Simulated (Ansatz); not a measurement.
CsLiCr2Te2S3:

```
CELL_PARAMETERS angstrom
3.67471 -0.00018 -0.00146
0.00068 6.25849 0.00267
0.09970 0.01509 18.87835
ATOMIC_POSITIONS crystal
Cs 0.00702 0.99658 0.60964
Cs 0.50622 0.49563 0.63737
Li 0.49757 0.83290 0.98554
Li 0.99760 0.33501 0.98513
Cr 0.99390 0.00068 0.13453
Cr 0.49393 0.50024 0.13461
Cr 0.00147 0.66940 0.83098
Cr 0.50140 0.16737 0.83340
Te 0.01027 0.59621 0.46271
Te 0.51068 0.22697 0.45459
Te 0.49158 0.83669 0.22777
Te 0.99165 0.33648 0.22784
S 0.99971 0.99979 0.90043
S 0.49974 0.50461 0.89926
S 0.99553 0.66614 0.07188
S 0.49551 0.16656 0.07160
S 0.50316 0.84068 0.76492
S 0.00305 0.32804 0.76778
```

The cell was built by a generator and needn't be a form met in nature.

| Item | Value |
| --- | --- |
| Program | Ansatz 0.2.0 |
| Task | relaxation of cell and atoms |
| Functional | PBE |
| Dispersion | D3(BJ)-ATM |
| Potentials or basis | Ansatz PAW |
| Cutoff | 420 eV (not typed: the program's choice for these potentials) |
| k mesh | 5 × 3 × 1 |
| Occupations | fermi-dirac, width 0.05 eV |
| Spin | collinear spin, ferromagnetic start |
| Starting moments | [0.0, 0.0, 0.0, 0.0, 3.0, 3.0, 3.0, 3.0, 0.0, 0.0, 0.0, 0.0, 0.0, 0.0, 0.0, 0.0, 0.0, 0.0] μB |

At the start: volume 24.12 Å³/atom.

Question: How do energy, volume and symmetry change on relaxing?

Answer: It ends after 19 steps and the volume is 22.46 Å³/atom (-6.9 %); space group Pm (No. 6, to 0.05 Å); moment 11.36 μB per cell.

Step by step:
```csv
step,energy change (eV),largest force (eV/Å),volume (Å³)
1,0.0000,0.1355,434.17
2,-0.0566,0.1353,428.30
3,-0.1108,0.2437,417.51
4,-0.1807,0.1484,409.63
5,-0.1821,0.1393,409.43
6,-0.1838,1.3165,400.57
7,-0.1904,0.4303,403.55
8,-0.2036,0.2687,405.99
9,-0.2092,0.1354,405.44
10,-0.2107,0.2223,404.30
11,-0.2119,0.0721,404.36
12,-0.2120,0.0525,404.33
13,-0.2122,0.0679,404.37
14,-0.2124,0.0569,404.46
15,-0.2125,0.0257,404.44
16,-0.2126,0.0158,404.40
17,-0.2127,0.0116,404.37
18,-0.2127,0.0042,404.36
19,-0.2095,0.0043,404.36
```

Final structure:
```xyz
18
Lattice="3.6397 -0.0003 -0.0107 0.0005 6.2167 0.0107 0.0510 0.0397 17.8705" Properties=species:S:1:pos:R:3 pbc="T T T"
Cs    0.0307    6.2364   10.6983
Cs    1.8517    3.1198   11.2022
Li    1.8699    5.2299   17.6295
Li    3.6898    2.1248   17.6017
Cr    3.6476   -0.0106    2.6019
Cr    1.8279    3.1029    2.6100
Cr    0.0425    4.1966   14.8136
Cr    1.8623    1.0752   14.8558
Te    0.0225    3.7573    7.9537
Te    1.8420    1.4529    7.7687
Te    1.8334    5.1829    4.4065
Te    3.6529    2.0686    4.3596
S     3.6863    6.2461   16.1187
S     1.8662    3.1725   16.0944
S     3.6444    4.1368    1.3925
S     1.8244    1.0247    1.3972
S     1.8588    5.2662   13.5713
S     0.0389    2.0701   13.6294
```

Caveat: the plane-wave basis is chosen anew once the cell has moved, so the energies of steps on either side of that aren't comparable; only a ferromagnetic start was run, and an antiferromagnetic order may lie lower in energy; pairwise dispersion overbinds metals, which lowers pressure and volume.
